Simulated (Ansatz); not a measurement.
# CH5AlGeO: up Jacob's ladder to CCSD(T)

How much do the methods differ for CH5AlGeO? The plan is to run it at one geometry with functionals of several rungs and with coupled cluster, and see how far each lands from CCSD(T) at the basis-set limit for the atomisation energy.

Computed with Ansatz 0.2.0, Gaussian basis. Level: functionals in def2-TZVPP, the program's frozen cores in correlated methods.

Plan: PBE-D4, r2SCAN-D4, PBE0-D4, B3LYP-D4, ωB97X-V, ωB97M-V, B2PLYP; CCSD(T)/def2-TZVPP; MP2/def2-QZVPP; extrapolation to the limit.

## 1. Structure used throughout

All runs share one geometry, relaxed beforehand with PBE0-D4/def2-TZVP.

9 atoms, charge 0, spin multiplicity 1.

Atoms are counted from 1 here; the program's logs count them from 0.

Bond lengths: C1–O2 1.474 Å, C1–Al4 1.926 Å, C1–H5 1.090 Å, C1–H6 1.090 Å, O2–Ge3 1.928 Å, Ge3–Al4 2.387 Å, Ge3–H7 1.547 Å, Ge3–H8 1.543 Å, Al4–H9 1.579 Å. Angles: O2–C1–Al4 70.3°, O2–C1–H5 112.3°, O2–C1–H6 107.8°, Al4–C1–H5 126.2°, Al4–C1–H6 119.2°, H5–C1–H6 110.9°, C1–O2–Ge3 108.6°, O2–Ge3–Al4 53.7°, O2–Ge3–H7 105.1°, O2–Ge3–H8 102.1°, Al4–Ge3–H7 125.4°, Al4–Ge3–H8 125.3°, H7–Ge3–H8 107.2°, C1–Al4–Ge3 79.3°, C1–Al4–H9 135.8° and more.

## 2. PBE-D4 (GGA)

in.yaml reads:

```yaml
crystal:
  periodic: [false, false, false]
  atoms:
    - {symbol: C, position_ang: [0.012540, 1.253570, -0.382685]}
    - {symbol: O, position_ang: [-0.486766, -0.089386, -0.729721]}
    - {symbol: Ge, position_ang: [0.614765, -1.402300, 0.154163]}
    - {symbol: Al, position_ang: [-0.602610, 0.359366, 1.208483]}
    - {symbol: H, position_ang: [1.051585, 1.398512, -0.678039]}
    - {symbol: H, position_ang: [-0.635160, 1.984408, -0.866107]}
    - {symbol: H, position_ang: [2.010652, -1.261139, -0.496878]}
    - {symbol: H, position_ang: [0.008097, -2.726938, -0.352474]}
    - {symbol: H, position_ang: [-1.884602, 0.437707, 2.126259]}
basis:
  gaussian: {orbitals: def2-TZVPP}
hamiltonian: {xc: pbe, dispersion: d4}
output: {forces: true, orbitals: {seedname: orbitals}}
```

Run with:

```console
$ ansatz run in.yaml --threads 4 --pin off --events-out ev --progress --plain --max-ram 10444MiB
```

After this run come: r2SCAN-D4 (meta-GGA); PBE0-D4 (hybrid); B3LYP-D4 (hybrid); ωB97X-V (range-separated); ωB97M-V (range-separated); B2PLYP (double hybrid); CCSD(T) in def2-TZVPP; MP2 in def2-QZVPP.

Q: Predict the results of all the runs planned. Wanted: atomisation energy, CCSD(T)/CBS; farthest; mean size of error, hybrid; mean size of error, range-separated; gap, smallest and largest; T1 diagnostic; triples share of the correlation energy.

**Answer**, as computed:

| quantity | value |
| --- | --- |
| atomisation energy, CCSD(T)/CBS | 2816.8 kJ/mol |
| functionals within 28.2 kJ/mol (1.0 %) | PBE-D4, r2SCAN-D4, ωB97X-V, ωB97M-V |
| farthest | B2PLYP (-55.1 kJ/mol) |
| mean size of error, hybrid | 32.3 kJ/mol |
| mean size of error, range-separated | 9.7 kJ/mol |
| gap, smallest and largest | 3.81 eV (PBE-D4), 9.86 eV (ωB97X-V) |
| T1 diagnostic | 0.0147 |
| triples share of the correlation energy | 4.0 % |

In words: PBE-D4 is off by +27.5 kJ/mol, about 2.7 kJ/mol a bond. Double hybrids carry the basis error of their MP2 part in triple zeta, and no dispersion term here, so their miss is partly the set-up's. The reference freezes the cores and leaves out relativity and excitations past (T), and its outer-core shells are covered unevenly, so misses under about 28.2 kJ/mol can't be ranked. Hartree-Fock recovers 69 % of the binding; the rest is correlation. The gap grows from 3.8 to 9.9 eV across the functionals, mostly with the share of exact exchange. Correlated methods include outer-core shells of Ge, which these sets cover unevenly.
